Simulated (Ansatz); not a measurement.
# NiMoIrPdW in Ansatz: convergence with k mesh

Input of the first run (k mesh 3 × 3 × 1); the others differ in this setting and in those tied to it:

The input input.yaml:

```yaml
crystal:
  lattice:
    - [2.77085, 0.0, 0.0]
    - [-1.38543, 2.39963, 0.0]
    - [0.0, 0.0, 22.01961]
  atoms:
    - { symbol: Ni, position: [0.33333, 0.66667, 0.85081], spin: 1.0 }
    - { symbol: Ni, position: [0.66667, 0.33333, 0.14919], spin: 1.0 }
    - { symbol: Mo, position: [0.66667, 0.33333, 0.76059], spin: 1.0 }
    - { symbol: Mo, position: [0.33333, 0.66667, 0.23941], spin: 1.0 }
    - { symbol: Pd, position: [0.33333, 0.66667, 0.05329] }
    - { symbol: Pd, position: [0.66667, 0.33333, 0.94671] }
    - { symbol: Ir, position: [0.33333, 0.66667, 0.65827], spin: 0.6 }
    - { symbol: Ir, position: [0.66667, 0.33333, 0.34173], spin: 0.6 }
    - { symbol: W, position: [0.33333, 0.66667, 0.44418] }
    - { symbol: W, position: [0.66667, 0.33333, 0.55582] }
hamiltonian:
  xc: pbe
  pseudopotentials: { kind: paw }
magnetization:
  spin_polarized: true
kpoints:
  mp_grid: { grid: [3, 3, 1] }
scf:
  occupations: { method: fermi_dirac, width: 0.05 }
output:
  forces: true
  stress: true
  eigenvalues: true
```

Potentials or basis: Ansatz PAW.

Command:

```sh
$ ansatz run input.yaml --threads 8 --pin off --max-ram 20480MiB --backend cpu --events-out ev --progress --plain --runs-dir out
```

The cell was built by a generator and needn't be a form met in nature.

Hardware: 8 threads of Arm Neoverse N1, with other jobs on the host.

```csv
k mesh,"energy less the tightest run, at zero smearing (meV/atom)",pressure (GPa),largest force (eV/Å),absolute moment (μB),SCF cycles,CPU time (s),peak memory (GiB)
3 × 3 × 1,253.45,5.66,0.486,3.93,37,49,0.73
4 × 4 × 1,-41.72,0.21,0.394,1.82,18,33,0.8
5 × 5 × 1,27.22,0.11,0.214,0.00,18,41,0.83
6 × 6 × 1,-1.00,0.04,0.391,0.00,17,52,0.89
8 × 8 × 1,4.86,0.03,0.051,0.00,47,150,1.1
10 × 10 × 2,3.14,0.16,0.109,0.00,43,370,1.4
12 × 12 × 2,-3.70,0.01,0.007,0.00,18,240,1.5
15 × 15 × 2,-1.33,0.05,0.025,0.00,19,350,1.7
18 × 18 × 2,0.00,0.06,0.018,0.00,44,970,2.1
```

Against the tightest run, the pressure stays within 0.1 GPa from 12 × 12 × 2 on; the absolute moment stays within 0.02 μB from 5 × 5 × 1 on. Not settled before the last step: the energy (to 1 meV/atom), the largest force (to 0.005 eV/Å). Meshes of other sizes hit other points, so gaps and Fermi surfaces needn't settle smoothly. The tightest run that finished is the yardstick and may itself not be fully converged.

Caveat, for the tightest run too: the starting moments weren't kept. Spin-orbit coupling is left out, which matters for the levels of Ir, W.
